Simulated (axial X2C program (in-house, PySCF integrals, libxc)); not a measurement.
**HCSb⁺: bond lengths and stretches, held linear**

The task here is to estimate one member of a computed series from the others.

Method: all-electron X2C, two-component (2c) or spin-free, H dyall-v3z, C dyall-v3z, Sb dyall-v3z; program: an in-house X2C program for linear molecules on PySCF integrals.

All values are calculated.

2 further runs of the same task are left out: 2 set aside as unsound or not needed.

The first run:

Contents of task.json:

```json
{"zs": [1, 6, 51], "q": 1, "bas": ["dyall-v3z", "dyall-v3z", "dyall-v3z"], "r0": [1.08, 1.86], "symm": 0, "scan": ["PBE0", "HF", "PBE"], "levels": ["PBE0", "HF", "TPSSh"], "nst": 2}
```

Keys: zs atomic numbers; q charge; bas basis sets; r0 starting distance in Å; symm equal bonds; scan levels of the two-bond scan (MP2 follows by itself at each HF point); levels methods; nst determinants followed.

Launch:

```
$ python solin.py task.json out
```

Masses H 1.008, C 12.000, Sb 120.904 u.

Among the steps run: Scan at PBE0, 2c; Scan at HF, 2c; Scan at PBE, 2c.

One table of the session follows, with a row left open; its other results are not shown here.

| level | r(H–C) (Å) | r(C–Sb) (Å) | lower stretch (cm⁻¹) | upper stretch (cm⁻¹) |
| --- | --- | --- | --- | --- |
| PBE0, 2c | 1.086 | 1.921 | 797.0 | 3227.8 |
| HF, 2c | 1.073 | 1.967 | 756.9 | 3359.3 |
| PBE, 2c | 1.094 | 1.940 | 788.2 | 3137.3 |
| MP2, 2c | 1.081 | 1.920 | 751.7 | 3290.0 |
| PBE0, spin-free | 1.086 | 1.913 | 824.8 | 3231.9 |
| HF, spin-free | ? | ? | ? | ? |
| PBE, spin-free | 1.094 | 1.935 | 803.4 | 3140.4 |
| MP2, spin-free | 1.081 | 1.910 | 750.2 | 3289.1 |

Estimate the missing values for HF, spin-free.

As computed: r(H–C) (Å): 1.073; r(C–Sb) (Å): 1.962; lower stretch (cm⁻¹): 762.1; upper stretch (cm⁻¹): 3360.8.

Scans not shown above were run alike.

MP2 freezes inner shells (threshold -2 hartree). The molecule was held linear; bending was not examined, so a bent shape may lie lower. Note: functional without a current term on a determinant with orbital currents, of the molecule or an atom.
